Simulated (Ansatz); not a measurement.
# Mn3Sn: the cost of one run

Computed with Ansatz 0.2.0 (DFT LDA, scalar-relativistic, plane waves, PAW, unless a step's input says otherwise).

## 1. Starting point

It takes space group P6_3/mmc (No. 194, hexagonal). The conventional cell has a = 5.320 Å, b = 5.320 Å, c = 4.162 Å, α = 90.00°, β = 90.00°, γ = 120.00°. Mn (site symmetry mm2) has 6 Mn at 2.37 to 2.49 Å and 4 Sn at 2.67 to 2.69 Å as nearest neighbours. Sn (site symmetry -6m2) is surrounded by 12 Mn at 2.67 to 2.69 Å.

As a file:

```
CELL_PARAMETERS angstrom
5.31958 0.00000 0.00000
-2.65979 4.60689 0.00000
0.00000 0.00000 4.16157
ATOMIC_POSITIONS crystal
Mn 0.85148 0.70297 0.25000
Mn 0.14852 0.85148 0.75000
Mn 0.29703 0.14852 0.25000
Mn 0.14852 0.29703 0.75000
Mn 0.85148 0.14852 0.25000
Mn 0.70297 0.85148 0.75000
Sn 0.33333 0.66667 0.25000
Sn 0.66667 0.33333 0.75000
```

An earlier run at LDA left this cell at 12.748 Å³/atom and -0.02 GPa (8×8×8 mesh).

## 2. Antiferromagnetic, in the cell as typed

The input, input.yaml:

```yaml
crystal:
  lattice:
    - [5.3195791354, 0.0, 0.0]
    - [-2.6597895677, 4.6068906687, 0.0]
    - [0.0, 0.0, 4.1615736176]
  atoms:
    - { symbol: Mn, position: [0.8514843099, 0.7029686197, 0.25], spin: 3.5 }
    - { symbol: Mn, position: [0.1485156901, 0.8514843099, 0.75], spin: -3.5 }
    - { symbol: Mn, position: [0.2970313803, 0.1485156901, 0.25], spin: 3.5 }
    - { symbol: Mn, position: [0.1485156901, 0.2970313803, 0.75], spin: -3.5 }
    - { symbol: Mn, position: [0.8514843099, 0.1485156901, 0.25], spin: 3.5 }
    - { symbol: Mn, position: [0.7029686197, 0.8514843099, 0.75], spin: -3.5 }
    - { symbol: Sn, position: [0.3333333333, 0.6666666667, 0.25] }
    - { symbol: Sn, position: [0.6666666667, 0.3333333333, 0.75] }
basis:
  ecutwfc: 420
  ecutrho_ratio: 4
kpoints:
  mp_grid: { grid: [8, 8, 8] }
hamiltonian:
  xc: lda
scf:
  occupations: { method: gaussian, width: 0.05 }
  lower_state_search: "off"
output:
  forces: true
  stress: true
  eigenvalues: true
  populations: true
magnetization:
  spin_polarized: true
```

The run is started by

```console
$ ansatz run input.yaml --threads 4 --pin off --max-ram 10240MiB --backend cpu --events-out ev --progress --plain --runs-dir out
```

Q: Estimate wall time and peak memory on 4 threads of Arm Neoverse V1, shared host.

About 40 s, with a peak of 0.92 GiB.
